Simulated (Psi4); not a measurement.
# [BGeH4]− (SMILES [BH2][GeH2-]): levels of theory compared

Aim: a comparison of 5 runs (M06-2X/def2-SVP, SVWN5/def2-SVPD, EOM-CCSD/6-31G, MP4/pcseg-1) of [BGeH4]−. 

The calculation is run with Psi4 1.11.

2 further runs of the same task are left out: 1 that didn't finish, 1 set aside as unsound or not needed.

## (1) The molecule

[BGeH4]−: 6 atoms, total charge -1, spin state singlet. As SMILES, `[BH2][GeH2-]`. The shape comes from GFN2-xTB, which is rough for such elements, and wasn't checked as a minimum.

Bond lengths: B1–Ge2 1.967 Å, B1–H3 1.203 Å, B1–H4 1.203 Å, Ge2–H5 1.609 Å, Ge2–H6 1.610 Å. Angles: B1–Ge2–H5 103.2°, B1–Ge2–H6 103.3°, Ge2–B1–H3 121.7°, Ge2–B1–H4 121.7°, H5–Ge2–H6 91.3°, H3–B1–H4 110.5°.

## (2) The energy at M06-2X/def2-SVP (run 1)

File input.in:

```
memory 1600 MB

molecule {
  -1 1
  B     -0.055110    -0.930570     0.059830
  Ge     0.436750     0.951420     0.350140
  H     -0.768420    -1.523630     0.825470
  H      0.678000    -1.694820    -0.510870
  H      0.696530     1.497810    -1.140470
  H     -0.987750     1.699790     0.415910
  units angstrom
  symmetry c1
  no_reorient
  no_com
}

set {
  basis def2-SVP
  puream true
  e_convergence 1e-09
  d_convergence 1e-08
  scf_type pk
  dft_radial_points 99
  dft_spherical_points 590
}

e, wfn = energy('m06-2x', return_wfn=True)
oeprop(wfn, 'DIPOLE', 'WIBERG_LOWDIN_INDICES', 'MAYER_INDICES', title='M06-2X')
```

Started as:

```sh
$ psi4 input.in input.out -n 1
```

input.out:

```text
[...]
  Running in c1 symmetry.
[...]
  Nuclear repulsion =   83.590383792358452
[...]
  Multiplicity = 1
[...]
  Nalpha       = 21
  Nbeta        = 21
[...]
    Number of basis functions: 66
[...]
   @RKS iter   1: -2102.37104757158022   -2.46343e+00   3.55270e-02 DIIS/ADIIS
[...]
   @RKS iter  13: -2103.92635158583926   -9.09495e-13   2.09809e-09 DIIS
[...]
    Orbital Energies [Eh]
    ---------------------
    Doubly Occupied:
       1A   -400.684373     2A    -50.234316     3A    -44.773938
       4A    -44.773482     5A    -44.773246     6A     -6.847069
       7A     -6.230824     8A     -4.396457     9A     -4.394290
      10A     -4.393519    11A     -1.131867    12A     -1.131017
      13A     -1.128836    14A     -1.128104    15A     -1.126860
      16A     -0.396701    17A     -0.311843    18A     -0.204641
      19A     -0.131896    20A     -0.121638    21A     -0.037219
[...]
  @RKS Final Energy: -2103.92635158583926
   => Energetics <=
    Nuclear Repulsion Energy =             83.5903837923584518
    One-Electron Energy =               -3106.7658557742506673
    Two-Electron Energy =                 959.2738915364025161
    DFT Exchange-Correlation Energy =     -40.0247711403494790
    Empirical Dispersion Energy =           0.0000000000000000
    VV10 Nonlocal Energy =                  0.0000000000000000
    Total Energy =                      -2103.9263515858392566
[...]
 Multipole Moments:
 ------------------------------------------------------------------------------------
     Multipole            Electronic (a.u.)      Nuclear  (a.u.)        Total (a.u.)
 ------------------------------------------------------------------------------------
 L = 1.  Multiply by 2.5417464519 to convert [e a0] to [Debye]
 Dipole X            :        -25.6349823           25.1689032           -0.4660790
 Dipole Y            :        -49.6538717           48.7015304           -0.9523414
 Dipole Z            :        -21.3475070           20.9639980           -0.3835090
 Magnitude           :                                                    1.1275030
[...]
```

Wall time 15 s (1 thread of INTEL XEON PLATINUM 8581C at 2.30GHz (Emerald Rapids), shared host); peak memory 0.92 GiB.

## (3) The energy at SVWN5/def2-SVPD (run 2)

File bgeh4.in:

```
memory 1600 MB

molecule system {
  -1 1
  B     -0.10414281    -1.75852244     0.11306231
  Ge     0.82533788     1.79792323     0.66166871
  H     -1.45210335    -2.87924342     1.55991222
  H      1.28123431    -3.20274563    -0.96540439
  H      1.31625094     2.83045069    -2.15517595
  H     -1.86657698     3.21213757     0.78595599
  units bohr
  symmetry c1
}

set basis def2-SVPD
set puream true
set e_convergence 1e-09
set d_convergence 1e-08
set scf_type pk
set dft_radial_points 99
set dft_spherical_points 590

E, wfn = energy("scf", dft_functional={"name": "SVWN5", "x_functionals": {"LDA_X": {}}, "c_functionals": {"LDA_C_VWN": {}}}, return_wfn=True)
oeprop(wfn, "QUADRUPOLE", "WIBERG_LOWDIN_INDICES", "MAYER_INDICES", title="SCF")
```

Started as:

```sh
$ psi4 -i bgeh4.in -o bgeh4.out -n 1
```

bgeh4.out:

```text
[...]
  Running in c1 symmetry.
[...]
  Nuclear repulsion =   83.590383806994581
[...]
  Multiplicity = 1
[...]
  Nalpha       = 21
  Nbeta        = 21
[...]
    Number of basis functions: 90
[...]
   @RKS iter   1: -2098.55367112694557   -1.47095e+00   2.90191e-02 ADIIS/DIIS
[...]
   @RKS iter  13: -2100.48246179856596   -1.10049e-10   7.76591e-09 DIIS
[...]
    Orbital Energies [Eh]
    ---------------------
    Doubly Occupied:
       1A   -396.032499     2A    -48.828696     3A    -43.512921
       4A    -43.512471     5A    -43.511933     6A     -6.223270
       7A     -5.697799     8A     -3.934880     9A     -3.933279
      10A     -3.931759    11A     -0.859170    12A     -0.857951
      13A     -0.856264    14A     -0.856076    15A     -0.854981
      16A     -0.285929    17A     -0.209880    18A     -0.108701
      19A     -0.056598    20A     -0.052568    21A      0.010625
[...]
  @RKS Final Energy: -2100.48246179856596
   => Energetics <=
    Nuclear Repulsion Energy =             83.5903838069945806
    One-Electron Energy =               -3105.0437688261063158
    Two-Electron Energy =                1002.1231617572434516
    DFT Exchange-Correlation Energy =     -81.1522385366975811
    Empirical Dispersion Energy =           0.0000000000000000
    VV10 Nonlocal Energy =                  0.0000000000000000
    Total Energy =                      -2100.4824617985659643
[...]
 Multipole Moments:
 ------------------------------------------------------------------------------------
     Multipole            Electronic (a.u.)      Nuclear  (a.u.)        Total (a.u.)
 ------------------------------------------------------------------------------------
 L = 1.  Multiply by 2.5417464519 to convert [e a0] to [Debye]
 Dipole X            :          2.3483409           -2.0854895            0.2628514
 Dipole Y            :          4.1221501           -3.6096524            0.5124977
 Dipole Z            :          2.0086881           -1.7916949            0.2169932
 Magnitude           :                                                    0.6154923
 L = 2.  Multiply by 1.3450342976 to convert [e a0^2] to [Debye ang]
 Quadrupole XX       :        -41.4456385           15.4743661          -25.9712724
 Quadrupole XY       :        -17.4558491           16.4945947           -0.9612544
[...]
```

It took 7.5 s on 1 thread of INTEL XEON PLATINUM 8581C at 2.30GHz (Emerald Rapids), shared host; peak memory 0.56 GiB.

Runs 3 to 4 aren't shown in full; the table further down has their settings and results.

## (4) A single-point energy at MP4/pcseg-1 (Cartesian functions) (run 5)

File calc.py:

```python
import psi4

psi4.set_memory(1600000000)
psi4.set_num_threads(1)
psi4.set_output_file('output.dat', False)

geom = psi4.geometry("""
-1 1
B     -0.055110    -0.930570     0.059830
Ge     0.436750     0.951420     0.350140
H     -0.768420    -1.523630     0.825470
H      0.678000    -1.694820    -0.510870
H      0.696530     1.497810    -1.140470
H     -0.987750     1.699790     0.415910
""")

psi4.set_options({
    'basis': 'pcseg-1',
    'reference': 'rhf',
    'scf_type': 'pk',
    'freeze_core': True,
    'puream': False,
    'soscf': True,
})

e, wfn = psi4.energy("mp4", return_wfn=True)
print(f'total energy {e:.8f} hartree = {e * 27.211386:.5f} eV')
for k, v in sorted(psi4.core.scalar_variables().items()):
    print(f'{k:45s} {v:18.10f}')
```

Started as:

```sh
$ python calc.py
```

output.dat:

```text
[...]
  Running in c1 symmetry.
[...]
  Nuclear repulsion =   83.590383792358466
[...]
  Multiplicity = 1
[...]
  Nalpha       = 21
  Nbeta        = 21
[...]
    Number of basis functions: 64
[...]
   @RHF iter   1: -2101.15732612379361   -3.88000e+00   1.98260e-02 DIIS/ADIIS
[...]
   @RHF iter   7: -2102.05970159854951    1.81899e-12   4.14650e-10 SOSCF, nmicro=conv
[...]
    Orbital Energies [Eh]
    ---------------------
    Doubly Occupied:
       1A   -404.884697     2A    -51.833100     3A    -45.956200
       4A    -45.955948     5A    -45.955564     6A     -7.393169
       7A     -6.921457     8A     -4.916600     9A     -4.915797
      10A     -4.913843    11A     -1.391836    12A     -1.391155
      13A     -1.387498    14A     -1.386271    15A     -1.384638
      16A     -0.528143    17A     -0.419956    18A     -0.296346
      19A     -0.201158    20A     -0.193013    21A     -0.074524
[...]
  @RHF Final Energy: -2102.05970159854951
   => Energetics <=
    Nuclear Repulsion Energy =             83.5903837923584661
    One-Electron Energy =               -3106.6983413225234472
    Two-Electron Energy =                 921.0482559316155857
    Total Energy =                      -2102.0597015985495091
[...]
 Multipole Moments:
 ------------------------------------------------------------------------------------
     Multipole            Electronic (a.u.)      Nuclear  (a.u.)        Total (a.u.)
 ------------------------------------------------------------------------------------
 L = 1.  Multiply by 2.5417464519 to convert [e a0] to [Debye]
 Dipole X            :          2.2040750           -2.0854895            0.1185855
 Dipole Y            :          3.7208628           -3.6096524            0.1112104
 Dipole Z            :          1.9035535           -1.7916949            0.1118586
 Magnitude           :                                                    0.1973388
[...]
      * MP2 total energy:                  -2102.268491513786
[...]
      * MP3 total energy:                  -2102.297591031580
[...]
```

It took 3.9 s on 1 thread of INTEL XEON PLATINUM 8581C at 2.30GHz (Emerald Rapids), shared host; peak memory 0.3 GiB.

## (5) The series

| run | level | task | Cartesian functions | energy (Eh) | HOMO energy (eV) | LUMO energy (eV) | HOMO–LUMO gap (eV) | wall time |
| --- | --- | --- | --- | --- | --- | --- | --- | --- |
| 1 | M06-2X/def2-SVP | energy | no | -2103.926352 | -1.01 | 4.72 | 5.73 | 15 s |
| 2 | SVWN5/def2-SVPD | energy | no | -2100.482462 | 0.29 | 2.61 | 2.32 | 7.5 s |
| 3 | EOM-CCSD/6-31G | excited | yes | -2102.259339 | -1.88 | 7.41 | 9.29 | 6.9 s |
| 4 | MP4/pcseg-1 | energy | no | -2102.293281 | -2.02 | 6.86 | 8.88 | 3.6 s |
| 5 | MP4/pcseg-1 (Cartesian functions) | energy | yes | -2102.310887 | -2.03 | 6.84 | 8.87 | 3.9 s |

## (6) Results

| quantity | value |
| --- | --- |
| run 5: total energy | -2102.31089 Eh |
| run 5: HOMO energy (Hartree–Fock orbitals) | -2.03 eV |
| run 5: LUMO energy (Hartree–Fock orbitals) | 6.84 eV |
| run 5: HOMO–LUMO gap (to an unbound level, set by the basis) | 8.87 eV |
| run 5: correlation energy (10 core orbitals frozen) | -251.2 mEh |

In words: Totals of different functionals can't be ranked against each other. In run 2 the HOMO lies above zero, so the outermost electron may be held by the basis alone. All runs together took 37 s, the longest 15 s.
